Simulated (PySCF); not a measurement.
# A gas-phase reaction: ClH3Si + F2 → ClFH2Si + FH

Aim: the reaction energy of `[SiH3]Cl` + `FF` → `F[SiH2]Cl` + `F`.

Computed with PySCF 2.14.0; each step states its level. No surroundings beyond the atoms listed, unless a continuum is named. Atoms count from 0, parts from 1.

## Step 1: The system as given

Each species was relaxed by itself at PBE0-D3(BJ)/def2-SVPD.

## Step 2: Energies of the species: wB97M-D3(BJ)/def2-TZVPD

The job: settings as JSON, then the geometry in Å.

```
{"job": {"kind": "react", "xc": "wB97M-D3(BJ)", "basis": "def2-TZVPD"}, "charge": 0, "multiplicity": 1}
-1 ClH3Si charge 0 multiplicity 1
Si     0.109370    -0.097160    -0.045560
Cl    -0.695590     1.253490     1.320120
H     -0.992150    -0.575740    -0.922010
H      1.146710     0.615130    -0.837410
H      0.705880    -1.223290     0.720280

-1 F2 charge 0 multiplicity 1
F      0.688930    -0.008190     0.005880
F     -0.688930     0.008190    -0.005880

+1 ClFH2Si charge 0 multiplicity 1
F      1.257960    -1.077460     0.058110
Si    -0.006130    -0.050580     0.059520
Cl     0.727680     1.873810     0.039170
H     -0.761980    -0.261080     1.314540
H     -0.780430    -0.280190    -1.180810

+1 FH charge 0 multiplicity 1
F      0.459990    -0.005980     0.007630
H     -0.459990     0.005980    -0.007630
```

Method: wB97M-D3(BJ)/def2-TZVPD reaction energy of separated species, gas phase.

On the command line:

```bash
$ OMP_NUM_THREADS=1 python cluster_run.py task.json out
```

One launch serves the whole session: the jobs run in the order shown.

What it wrote:

```text
species 1 (ClH3Si)
coarse grid: 20144 points
cycle   1  E = -751.6190484292  dE = -1.333e-01  |g| = 2.749e-01  |ddm| = 1.536e+00
cycle   2  E = -751.6337724120  dE = -1.472e-02  |g| = 2.067e-01  |ddm| = 4.374e-01
cycle   3  E = -751.6434673596  dE = -9.695e-03  |g| = 1.658e-02  |ddm| = 1.789e-01
cycle   4  E = -751.6435459452  dE = -7.859e-05  |g| = 4.468e-03  |ddm| = 2.228e-02
cycle   5  E = -751.6435556367  dE = -9.692e-06  |g| = 1.071e-03  |ddm| = 9.597e-03
final grid: 39792 points
cycle   6  E = -751.6435081038  dE = -3.448e-07  |g| = 6.118e-04  |ddm| = 2.254e-03
cycle   7  E = -751.6435081621  dE = -5.829e-08  |g| = 4.028e-04  |ddm| = 9.047e-04
cycle   8  E = -751.6435081896  dE = -2.757e-08  |g| = 4.073e-05  |ddm| = 3.646e-04
cycle   9  E = -751.6435081909  dE = -1.231e-09  |g| = 1.650e-05  |ddm| = 7.768e-05
cycle  10  E = -751.6435081910  dE = -1.307e-10  |g| = 2.495e-06  |ddm| = 3.099e-05
converged SCF energy = -751.6435081910

species 2 (F2)
coarse grid: 10600 points
cycle   1  E = -199.6113006917  dE =  1.194e-02  |g| = 3.458e-01  |ddm| = 1.052e+00
cycle   2  E = -199.6264070172  dE = -1.511e-02  |g| = 1.647e-01  |ddm| = 1.842e-01
cycle   3  E = -199.6293651374  dE = -2.958e-03  |g| = 2.217e-02  |ddm| = 5.435e-02
cycle   4  E = -199.6294267178  dE = -6.158e-05  |g| = 8.600e-03  |ddm| = 1.161e-02
cycle   5  E = -199.6294375677  dE = -1.085e-05  |g| = 7.501e-04  |ddm| = 4.105e-03
cycle   6  E = -199.6294377060  dE = -1.383e-07  |g| = 3.049e-05  |ddm| = 6.348e-04
final grid: 23208 points
cycle   7  E = -199.6294280778  dE = -2.175e-09  |g| = 2.058e-05  |ddm| = 1.253e-04
cycle   8  E = -199.6294280779  dE = -6.935e-11  |g| = 1.072e-05  |ddm| = 1.685e-05
converged SCF energy = -199.6294280779

species 3 (ClFH2Si)
coarse grid: 22976 points
cycle   1  E = -850.9531125915  dE =  5.481e-02  |g| = 5.887e-01  |ddm| = 1.630e+00
cycle   2  E = -850.9522427629  dE =  8.698e-04  |g| = 6.981e-01  |ddm| = 6.885e-01
cycle   3  E = -851.0225919653  dE = -7.035e-02  |g| = 5.013e-02  |ddm| = 3.196e-01
cycle   4  E = -851.0231299081  dE = -5.379e-04  |g| = 1.999e-02  |ddm| = 5.717e-02
cycle   5  E = -851.0232118927  dE = -8.198e-05  |g| = 3.018e-03  |ddm| = 1.819e-02
cycle   6  E = -851.0232153576  dE = -3.465e-06  |g| = 7.004e-04  |ddm| = 6.075e-03
final grid: 46024 points
cycle   7  E = -851.0231307478  dE = -2.746e-07  |g| = 5.927e-04  |ddm| = 2.044e-03
cycle   8  E = -851.0231307614  dE = -1.360e-08  |g| = 6.438e-04  |ddm| = 6.904e-04
cycle   9  E = -851.0231308167  dE = -5.530e-08  |g| = 5.435e-05  |ddm| = 2.612e-04
cycle  10  E = -851.0231308184  dE = -1.690e-09  |g| = 2.671e-05  |ddm| = 1.023e-04
cycle  11  E = -851.0231308188  dE = -3.670e-10  |g| = 4.964e-06  |ddm| = 4.954e-05
converged SCF energy = -851.0231308188

species 4 (FH)
coarse grid: 7776 points
cycle   1  E = -100.4688142923  dE = -9.408e-02  |g| = 4.644e-01  |ddm| = 6.197e-01
cycle   2  E = -100.4724956057  dE = -3.681e-03  |g| = 5.038e-01  |ddm| = 3.808e-01
cycle   3  E = -100.5053084113  dE = -3.281e-02  |g| = 2.574e-02  |ddm| = 1.678e-01
cycle   4  E = -100.5053843890  dE = -7.598e-05  |g| = 5.006e-03  |ddm| = 1.077e-02
cycle   5  E = -100.5053890301  dE = -4.641e-06  |g| = 4.334e-04  |ddm| = 3.766e-03
final grid: 16976 points
cycle   6  E = -100.5053937804  dE = -6.399e-08  |g| = 1.075e-04  |ddm| = 8.224e-04
cycle   7  E = -100.5053937838  dE = -3.440e-09  |g| = 8.333e-05  |ddm| = 2.187e-04
cycle   8  E = -100.5053937848  dE = -9.069e-10  |g| = 2.022e-05  |ddm| = 3.761e-05
converged SCF energy = -100.5053937848

Reaction energy = -160.402 kcal/mol
```

Run time: 18 s. Hardware: 1 thread of Arm Neoverse N1, shared host; peak memory 0.52 GiB.

Species by species (with the dispersion term, which the log's SCF energies lack):

| ν | species | energy (Eh) | HOMO (eV) |
| --- | --- | --- | --- |
| -1 | [SiH3]Cl | -751.64737 | -11.36 |
| -1 | FF | -199.62975 | -14.36 |
| +1 | F[SiH2]Cl | -851.02711 | -11.68 |
| +1 | F | -100.50563 | -14.54 |

## Step 3: Energies of the species: PBE0-D3(BJ)/def2-TZVPD

Same as in step 2 but for these lines:

```diff
@@ -1,2 +1,2 @@
-{"job": {"kind": "react", "xc": "wB97M-D3(BJ)", "basis": "def2-TZVPD"}, "charge": 0, "multiplicity": 1}
+{"job": {"kind": "react", "xc": "PBE0", "basis": "def2-TZVPD", "disp": "d3bj"}, "charge": 0, "multiplicity": 1}
 -1 ClH3Si charge 0 multiplicity 1
```

Level: PBE0-D3(BJ)/def2-TZVPD reaction energy of separated species, gas phase.

What it wrote:

```text
species 1 (ClH3Si)
coarse grid: 5112 points
cycle   1  E = -751.2655115729  dE = -1.058e-01  |g| = 2.254e-01  |ddm| = 1.494e+00
cycle   2  E = -751.2632045838  dE =  2.307e-03  |g| = 2.471e-01  |ddm| = 4.295e-01
cycle   3  E = -751.2786753629  dE = -1.547e-02  |g| = 2.271e-02  |ddm| = 2.170e-01
cycle   4  E = -751.2787520627  dE = -7.670e-05  |g| = 5.736e-03  |ddm| = 1.335e-02
cycle   5  E = -751.2787589924  dE = -6.930e-06  |g| = 1.809e-03  |ddm| = 5.391e-03
final grid: 39792 points
cycle   6  E = -751.2792441395  dE = -7.658e-06  |g| = 3.022e-03  |ddm| = 1.415e-02
cycle   7  E = -751.2792435833  dE =  5.562e-07  |g| = 3.073e-03  |ddm| = 4.153e-03
cycle   8  E = -751.2792458117  dE = -2.228e-06  |g| = 2.205e-04  |ddm| = 2.425e-03
cycle   9  E = -751.2792458273  dE = -1.561e-08  |g| = 2.852e-05  |ddm| = 2.077e-04
cycle  10  E = -751.2792458275  dE = -1.827e-10  |g| = 1.294e-05  |ddm| = 3.602e-05
converged SCF energy = -751.2792458275

species 2 (F2)
coarse grid: 2176 points
cycle   1  E = -199.3949430159  dE =  9.181e-02  |g| = 2.764e-01  |ddm| = 1.051e+00
cycle   2  E = -199.4014727480  dE = -6.530e-03  |g| = 1.374e-01  |ddm| = 1.363e-01
cycle   3  E = -199.4037880925  dE = -2.315e-03  |g| = 2.290e-02  |ddm| = 5.059e-02
cycle   4  E = -199.4038511077  dE = -6.302e-05  |g| = 8.080e-03  |ddm| = 1.132e-02
cycle   5  E = -199.4038593134  dE = -8.206e-06  |g| = 1.816e-04  |ddm| = 3.279e-03
final grid: 23208 points
cycle   6  E = -199.4096322159  dE = -7.817e-06  |g| = 1.272e-03  |ddm| = 8.094e-03
cycle   7  E = -199.4096322699  dE = -5.401e-08  |g| = 1.037e-03  |ddm| = 8.887e-04
cycle   8  E = -199.4096324070  dE = -1.372e-07  |g| = 7.524e-05  |ddm| = 4.284e-04
cycle   9  E = -199.4096324078  dE = -7.252e-10  |g| = 1.989e-05  |ddm| = 3.201e-05
converged SCF energy = -199.4096324078

species 3 (ClFH2Si)
coarse grid: 5576 points
cycle   1  E = -850.4883958991  dE =  8.743e-02  |g| = 5.655e-01  |ddm| = 1.671e+00
cycle   2  E = -850.4037985643  dE =  8.460e-02  |g| = 9.450e-01  |ddm| = 7.746e-01
cycle   3  E = -850.5429226019  dE = -1.391e-01  |g| = 5.777e-02  |ddm| = 4.643e-01
cycle   4  E = -850.5434759388  dE = -5.533e-04  |g| = 2.827e-02  |ddm| = 6.739e-02
cycle   5  E = -850.5436363451  dE = -1.604e-04  |g| = 3.855e-03  |ddm| = 2.164e-02
cycle   6  E = -850.5436391401  dE = -2.795e-06  |g| = 1.224e-03  |ddm| = 3.299e-03
final grid: 46024 points
cycle   7  E = -850.5469038569  dE = -2.002e-05  |g| = 3.365e-03  |ddm| = 1.575e-02
cycle   8  E = -850.5469030222  dE =  8.347e-07  |g| = 3.676e-03  |ddm| = 4.463e-03
cycle   9  E = -850.5469055784  dE = -2.556e-06  |g| = 5.110e-04  |ddm| = 2.593e-03
cycle  10  E = -850.5469056135  dE = -3.514e-08  |g| = 1.637e-04  |ddm| = 2.755e-04
cycle  11  E = -850.5469056186  dE = -5.080e-09  |g| = 2.749e-05  |ddm| = 1.224e-04
cycle  12  E = -850.5469056188  dE = -1.924e-10  |g| = 5.467e-06  |ddm| = 2.045e-05
converged SCF energy = -850.5469056188

species 4 (FH)
coarse grid: 1712 points
cycle   1  E = -100.3541481989  dE = -3.604e-02  |g| = 4.958e-01  |ddm| = 6.253e-01
cycle   2  E = -100.3146302249  dE =  3.952e-02  |g| = 7.430e-01  |ddm| = 5.125e-01
cycle   3  E = -100.3938724820  dE = -7.924e-02  |g| = 2.284e-02  |ddm| = 2.892e-01
cycle   4  E = -100.3939480371  dE = -7.556e-05  |g| = 4.205e-03  |ddm| = 9.787e-03
cycle   5  E = -100.3939500210  dE = -1.984e-06  |g| = 3.557e-04  |ddm| = 1.246e-03
final grid: 16976 points
cycle   6  E = -100.3948398734  dE = -1.860e-05  |g| = 4.006e-03  |ddm| = 7.552e-03
cycle   7  E = -100.3948379383  dE =  1.935e-06  |g| = 5.512e-03  |ddm| = 3.360e-03
cycle   8  E = -100.3948420475  dE = -4.109e-06  |g| = 9.869e-05  |ddm| = 2.018e-03
cycle   9  E = -100.3948420488  dE = -1.263e-09  |g| = 1.771e-05  |ddm| = 3.903e-05
cycle  10  E = -100.3948420488  dE = -4.766e-11  |g| = 3.064e-06  |ddm| = 1.022e-05
converged SCF energy = -100.3948420488

Reaction energy = -158.736 kcal/mol
```

It took 8.6 s on 1 thread of Arm Neoverse N1, shared host; peak memory 0.5 GiB.

Reaction energy at this level: -158.7 kcal/mol.

## Step 4: Reaction energy: MP2/def2-TZVPD

Same as in step 3 but for these lines:

```diff
@@ -1,2 +1,2 @@
-{"job": {"kind": "react", "xc": "PBE0", "basis": "def2-TZVPD", "disp": "d3bj"}, "charge": 0, "multiplicity": 1}
+{"job": {"kind": "react", "xc": "MP2", "basis": "def2-TZVPD"}, "charge": 0, "multiplicity": 1}
 -1 ClH3Si charge 0 multiplicity 1
```

With the program's defaults for keys left out, this is: MP2/def2-TZVPD reaction energy of separated species, gas phase.

What it wrote:

```text
species 1 (ClH3Si)
final grid: 39792 points
cycle   1  E = -750.2129381124  dE = -1.786e-01  |g| = 2.933e-01  |ddm| = 1.484e+00
cycle   2  E = -750.2434251778  dE = -3.049e-02  |g| = 1.231e-01  |ddm| = 3.338e-01
cycle   3  E = -750.2474717115  dE = -4.047e-03  |g| = 2.787e-02  |ddm| = 1.240e-01
cycle   4  E = -750.2478505737  dE = -3.789e-04  |g| = 5.515e-03  |ddm| = 3.660e-02
cycle   5  E = -750.2478677914  dE = -1.722e-05  |g| = 1.172e-03  |ddm| = 1.036e-02
cycle   6  E = -750.2478688601  dE = -1.069e-06  |g| = 3.548e-04  |ddm| = 2.508e-03
cycle   7  E = -750.2478689630  dE = -1.028e-07  |g| = 8.727e-05  |ddm| = 5.410e-04
cycle   8  E = -750.2478689693  dE = -6.336e-09  |g| = 2.193e-05  |ddm| = 2.159e-04
cycle   9  E = -750.2478689697  dE = -3.686e-10  |g| = 4.864e-06  |ddm| = 4.680e-05
converged SCF energy = -750.2478689697

species 2 (F2)
final grid: 23208 points
cycle   1  E = -198.7437218459  dE = -9.862e-02  |g| = 3.997e-01  |ddm| = 1.051e+00
cycle   2  E = -198.7662951294  dE = -2.257e-02  |g| = 1.393e-01  |ddm| = 1.852e-01
cycle   3  E = -198.7684696764  dE = -2.175e-03  |g| = 2.171e-02  |ddm| = 5.087e-02
cycle   4  E = -198.7685849039  dE = -1.152e-04  |g| = 5.686e-03  |ddm| = 1.383e-02
cycle   5  E = -198.7685924449  dE = -7.541e-06  |g| = 9.806e-04  |ddm| = 3.640e-03
cycle   6  E = -198.7685927240  dE = -2.790e-07  |g| = 1.391e-04  |ddm| = 7.865e-04
cycle   7  E = -198.7685927284  dE = -4.443e-09  |g| = 1.112e-05  |ddm| = 1.118e-04
cycle   8  E = -198.7685927284  dE = -3.485e-11  |g| = 1.257e-06  |ddm| = 1.187e-05
converged SCF energy = -198.7685927284

species 3 (ClFH2Si)
final grid: 46024 points
cycle   1  E = -849.1550182137  dE = -1.804e-02  |g| = 5.361e-01  |ddm| = 1.599e+00
cycle   2  E = -849.2056558233  dE = -5.064e-02  |g| = 3.367e-01  |ddm| = 4.836e-01
cycle   3  E = -849.2228381604  dE = -1.718e-02  |g| = 3.994e-02  |ddm| = 1.784e-01
cycle   4  E = -849.2233976604  dE = -5.595e-04  |g| = 1.342e-02  |ddm| = 5.599e-02
cycle   5  E = -849.2234561001  dE = -5.844e-05  |g| = 3.160e-03  |ddm| = 1.580e-02
cycle   6  E = -849.2234606222  dE = -4.522e-06  |g| = 8.805e-04  |ddm| = 4.650e-03
cycle   7  E = -849.2234612831  dE = -6.609e-07  |g| = 2.565e-04  |ddm| = 1.485e-03
cycle   8  E = -849.2234613387  dE = -5.565e-08  |g| = 4.831e-05  |ddm| = 4.632e-04
cycle   9  E = -849.2234613404  dE = -1.615e-09  |g| = 1.065e-05  |ddm| = 1.028e-04
cycle  10  E = -849.2234613404  dE = -5.878e-11  |g| = 2.553e-06  |ddm| = 1.628e-05
converged SCF energy = -849.2234613404

species 4 (FH)
final grid: 16976 points
cycle   1  E = -100.0371204272  dE = -1.649e-01  |g| = 4.007e-01  |ddm| = 6.032e-01
cycle   2  E = -100.0578880082  dE = -2.077e-02  |g| = 2.336e-01  |ddm| = 2.533e-01
cycle   3  E = -100.0646342984  dE = -6.746e-03  |g| = 2.356e-02  |ddm| = 8.091e-02
cycle   4  E = -100.0647517245  dE = -1.174e-04  |g| = 6.199e-03  |ddm| = 1.253e-02
cycle   5  E = -100.0647674357  dE = -1.571e-05  |g| = 1.459e-03  |ddm| = 5.121e-03
cycle   6  E = -100.0647687086  dE = -1.273e-06  |g| = 2.290e-04  |ddm| = 1.848e-03
cycle   7  E = -100.0647687430  dE = -3.438e-08  |g| = 1.958e-05  |ddm| = 4.211e-04
cycle   8  E = -100.0647687432  dE = -1.851e-10  |g| = 2.360e-06  |ddm| = 2.495e-05
converged SCF energy = -100.0647687432

Reaction energy = -169.972 kcal/mol
```

It took 4 s on 1 thread of Arm Neoverse N1, shared host; peak memory 0.38 GiB.

Reaction energy at this level: -170.0 kcal/mol.

## Step 5: Comparing the runs

Energies in kcal/mol, with wall time:

| run | reaction | time |
| --- | --- | --- |
| wB97M-D3(BJ)/def2-TZVPD | -160.4 | 18 s |
| PBE0-D3(BJ)/def2-TZVPD | -158.7 | 8.6 s |
| MP2/def2-TZVPD | -170.0 | 4 s |

## Step 6: What came out

| quantity | value |
| --- | --- |
| reaction energy (wB97M-D3(BJ)/def2-TZVPD) | -160.4 kcal/mol |
| ΔH, ΔG at 298 K (xTB thermal terms) | -158.6, -158.8 kcal/mol |
| range of the reaction energy over the runs of this table | -170.0 to -158.7 kcal/mol |

In words: The reaction is exothermic by 158.6 kcal/mol in the gas phase; dispersion gives -0.02, and xTB itself gave -119.9 for the electronic energy (xTB energies and thermal terms come from the earlier relaxation of each species, not shown). No barrier was sought. xTB and this level differ widely in the electronic energy, so what comes from xTB (the thermal terms above all) is less safe here. The reaction energy runs from -170.0 (MP2/def2-TZVPD) to -158.7 kcal/mol (PBE0-D3(BJ)/def2-TZVPD).
